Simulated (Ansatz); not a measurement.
# Zr2: the cost of one run

Method: def2-TZVPP, core rule «outside noble gas», up to 8 orbitals frozen; program: Ansatz 0.2.0, Gaussian basis.

To be run: UHF; ROHF; CCSD(T) on UHF.

2 further runs of the same task are left out: 2 set aside as unsound or not needed.

### 1 The geometry

The geometry is a PBE0/def2-TZVP stationary point (not a proven minimum) of the parent state, kept for this charge and spin. No spin-orbit coupling is included. Elements past krypton take def2 core potentials.

2 atoms, charge 1, spin multiplicity 2.

Atoms are counted from 1 here; the program's logs count them from 0.

Bond lengths: Zr1–Zr2 2.228 Å.

### 2 UHF

File in.yaml:

```yaml
crystal:
  periodic: [false, false, false]
  atoms:
    - {symbol: Zr, position_ang: [0.000000, 0.000000, 0.000000]}
    - {symbol: Zr, position_ang: [0.000000, 0.000000, 2.228000]}
basis:
  gaussian: {orbitals: def2-TZVPP}
total_charge: 1
magnetization: {spin_polarized: true, initial_magnetization: 1}
hamiltonian: {xc: hf}
output: {orbitals: {seedname: orbitals}}
```

On the command line:

```console
> ansatz run in.yaml --threads 1 --pin off --events-out ev --progress --plain --max-ram 3968MiB --backend cpu
```

What time and memory should one allow on 1 thread of AMD EPYC 7R13, shared host?

About 37 s, with a peak of 0.26 GiB.
